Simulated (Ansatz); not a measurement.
**TiHg: how the settings move a relaxation**

Question: which choices in the input matter for TiHg?

Method: reference: DFT, PBEsol, PAW with Ansatz's default frozen-core files, scalar-relativistic; relaxation of cell and atoms, in Ansatz 0.2.0.

### Step 1. The structure to begin with

It takes space group P4/mmm (No. 123, tetragonal). Conventional cell: a = 3.009 Å, b = 3.009 Å, c = 4.041 Å, α = 90.00°, β = 90.00°, γ = 90.00°. Around Ti (site symmetry 4/mmm) lie 8 Hg at 2.93 Å and 4 Ti at 3.01 Å. Hg (site symmetry 4/mmm) is surrounded by 8 Ti at 2.93 Å and 4 Hg at 3.01 Å.

Coordinates:

```
CELL_PARAMETERS angstrom
3.00900 0.00000 0.00000
0.00000 3.00900 0.00000
0.00000 0.00000 4.04100
ATOMIC_POSITIONS crystal
Ti 0.50000 0.50000 0.50000
Hg 0.00000 0.00000 0.00000
```

### Step 2. Reference

input.yaml

```yaml
crystal:
  lattice:
    - [3.009, 0.0, 0.0]
    - [0.0, 3.009, 0.0]
    - [0.0, 0.0, 4.041]
  atoms:
    - { symbol: Ti, position: [0.5, 0.5, 0.5] }
    - { symbol: Hg, position: [0.0, 0.0, 0.0] }
kpoints:
  mp_grid: { grid: [14, 14, 10] }
scf:
  occupations: { method: fermi_dirac, width: 0.05 }
hamiltonian:
  xc: pbesol
  pseudopotentials: { kind: paw }
relax:
  f_tol: 0.002
  max_steps: 80
  cell: {}
output:
  forces: true
  stress: true
```

On the command line:

```sh
> ansatz run input.yaml --threads 1 --pin off --max-ram 3072MiB --backend cpu --events-out ev --progress --plain --runs-dir out
```

### Step 3. Variant: occupations.method tetrahedron_uncorrected, width left out

Edit input.yaml of step 2 so:

```diff
@@ -11,3 +11,3 @@
 scf:
-  occupations: { method: fermi_dirac, width: 0.05 }
+  occupations: { method: tetrahedron_uncorrected }
 hamiltonian:
@@ -22 +22,5 @@
   stress: true
+  write_density: true
+  write_potential: true
+  elf: true
+  volumetric_format: npy
```

### Step 4. Changing settings: f_tol 0.005, max_displacement 0.3, ecutwfc 550 eV

Edit input.yaml of step 2 so:

```diff
@@ -16,5 +16,6 @@
 relax:
-  f_tol: 0.002
+  f_tol: 0.005
   max_steps: 80
   cell: {}
+  max_displacement: 0.3
 output:
@@ -22 +23,3 @@
   stress: true
+basis:
+  ecutwfc: "550 eV"
```

What does the calculation give? Wanted: for each run, ending; energy change; pressure; gap; force.

**Answer**, as computed:

| run | ending | energy change | pressure (GPa) | gap (eV) | force (eV/Å) | cycles | time |
| --- | --- | --- | --- | --- | --- | --- | --- |
| reference | converged | 0 | 0.0 | 0.00 | 0.00 | 39 | 47 s |
| 1: occupations.method tetrahedron_uncorrected, width left out | converged | +12.2 meV/atom (σ→0) | 0.0 | 0.00 | 0.00 | 40 | 51 s |
| 2: f_tol 0.005, max_displacement 0.3, ecutwfc 550 eV | converged | -1.1 meV/atom | 0.0 | 0.00 | 0.00 | 38 | 61 s |

Times don't compare one to one where runs were asked for different outputs or read a saved state (see the inputs); cycles may leave out searches for a lower state.

No change moves the result by more than the table shows.
